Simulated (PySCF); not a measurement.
# BrFH₂Mg, a complex of two parts: structure

What structure should one expect for `[MgH2]` with `FBr`?

Computed with PySCF 2.14.0; each step states its level. No surroundings beyond the atoms listed, unless a continuum is named. Atoms count from 0, parts from 1.

1 further run of the same task is left out (set aside as unsound or not needed).

### Step 1. The system as given

5 atoms, charge 0, multiplicity 1; geometry: GFN1-xTB. Parts: 1 = atoms 0–2, `[MgH2]`, charge 0; 2 = atoms 3–4, `FBr`, charge 0.

### Step 2. Optimising the geometry at PBE0-D3(BJ)/def2-SVPD

Job settings and geometry (Å):

```
{"job": {"xc": "PBE0", "basis": "def2-SVPD", "d3": "d3bj", "grid": 2, "kind": "geom", "shake": 0.01}, "charge": 0, "multiplicity": 1, "parts": [{"atoms": "0-2", "charge": 0, "multiplicity": 1}, {"atoms": "3-4", "charge": 0, "multiplicity": 1}]}
Mg     0.238318    -0.144936    -0.078490
H     -1.326982    -0.002261     0.751956
H      1.494105     0.155145    -0.868648
Br    -1.243424    -1.746822     1.032459
F     -1.322417    -3.635605     1.377887
```

Started as:

```bash
$ OMP_NUM_THREADS=1 python cluster_run.py task.json out
```

One launch serves the whole session: the jobs run in the order shown.

Before running it: what results should come out? Wanted: point group; rotational constants.

The runs gave:

| quantity | value |
| --- | --- |
| point group | Cs |
| rotational constants (main isotopes) | 12.48, 2.13, 1.82 GHz |

The optimisation took 28 steps and gained 3.597 eV; among the close pairs (by a distance rule), Mg0–F4 changed most, from 4.092 to 1.785 Å.
